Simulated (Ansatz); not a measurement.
# In2BAs3: a closer look at a trial structure

This session takes a relaxed cell of In2BAs3 and sets out to compute bands, density of states and charges.

Program: Ansatz 0.2.0. Level of theory: DFT PBE, scalar-relativistic, plane waves, PAW. These are calculated values, not measurements.

1 further run of the same task is left out (set aside as unsound or not needed). Runs told in other sessions of the task aren't counted.

## (1) Starting point

It takes space group P-4m2 (No. 115, tetragonal). The conventional cell has a = 3.232 Å, b = 3.232 Å, c = 12.318 Å, α = 90.00°, β = 90.00°, γ = 90.00°. Around In (site symmetry 2mm) lie 2 B at 3.09 Å and 2 As at 3.09 Å and 4 In at 3.23 Å. B (site symmetry -4m2) is surrounded by 4 As at 2.29 Å and 4 In at 3.09 Å. Around As (site symmetry 2mm) lie 4 As at 2.62 Å. As (site symmetry -4m2) has 4 B at 2.29 Å and 4 In at 3.09 Å in its first shell of neighbours.

Coordinates:

```cif
data_structure
_symmetry_space_group_name_H-M 'P-4m2'
_symmetry_Int_Tables_number 115
_cell_length_a 3.2322
_cell_length_b 3.2322
_cell_length_c 12.3185
_cell_angle_alpha 90.000
_cell_angle_beta 90.000
_cell_angle_gamma 90.000
_cell_volume 128.69
loop_
_atom_site_label
_atom_site_type_symbol
_atom_site_symmetry_multiplicity
_atom_site_Wyckoff_symbol
_atom_site_fract_x
_atom_site_fract_y
_atom_site_fract_z
_atom_site_occupancy
In1 In 2 g 0.50000 0.00000 0.78646 1
B1 B 1 b 0.50000 0.50000 0.00000 1
As1 As 2 g 0.50000 0.00000 0.44770 1
As2 As 1 a 0.00000 0.00000 0.00000 1
```

It is the end of an earlier relaxation with the same method, from a database cell with other species swapped in; it is a trial structure. At a tolerance of 0.05 Å it has space group P-4m2 (No. 115); it has 21.45 Å³/atom, an uncorrected energy of +0.45 eV/atom over the elements.

## (2) Static run: bands, density of states and charges

Input file input.yaml:

```yaml
crystal:
  lattice:
    - [3.2321804694, 0.0, 0.0]
    - [0.0, 3.2321804694, 0.0]
    - [0.0, 0.0, 12.318452194]
  atoms:
    - { symbol: In, position: [0.5, 0.0, 0.7864624704] }
    - { symbol: In, position: [0.0, 0.5, 0.2135375296] }
    - { symbol: B, position: [0.5, 0.5, 0.0] }
    - { symbol: As, position: [0.5, 0.0, 0.4477031045] }
    - { symbol: As, position: [0.0, 0.5, 0.5522968955] }
    - { symbol: As, position: [0.0, 0.0, 0.0] }
basis:
  ecutwfc: 420
kpoints:
  mp_grid: { grid: [12, 12, 4] }
  band_path:
    path:
      - [[0.0, 0.0, 0.0], [0.0, 0.5, 0.0], [0.5, 0.5, 0.0], [0.0, 0.0, 0.0], [0.0, 0.0, 0.5], [0.0, 0.5, 0.5], [0.5, 0.5, 0.5], [0.0, 0.0, 0.5]]
      - [[0.0, 0.5, 0.0], [0.0, 0.5, 0.5]]
      - [[0.5, 0.5, 0.0], [0.5, 0.5, 0.5]]
    npoints: 14
hamiltonian:
  xc: pbe
scf:
  occupations: { method: gaussian, width: 0.1 }
  n_extra_bands: 15
output:
  forces: true
  stress: true
  eigenvalues: true
  populations: true
  dos: { projected: true, de: 0.02, nscf_kmesh: { grid: [15, 15, 5] } }
  bader: true
  write_density: true
  write_potential: true
  elf: true
  volumetric_format: npy
```

On the command line:

```console
$ ansatz run input.yaml --threads 1 --pin off --max-ram 2560MiB --backend cpu --events-out ev --progress --plain --runs-dir out
```

Q: Predict the outcome of this session. Wanted: gap; states at the Fermi level; Bader charges.

**Answer**, as computed:

```
                 quantity                                   value
                      gap                            none (metal)
states at the Fermi level                    2.12 per eV per cell
            Bader charges  In +0.31, B -0.25, As -0.16 to -0.10 e
```

What this shows: There is no gap at this level. Of the projected weight within 0.25 eV of the Fermi level, the largest part is As 4p (36 %) and In 5p (26 %). Bader charges reach 0.3 e, so charge transfer in this metal is small.
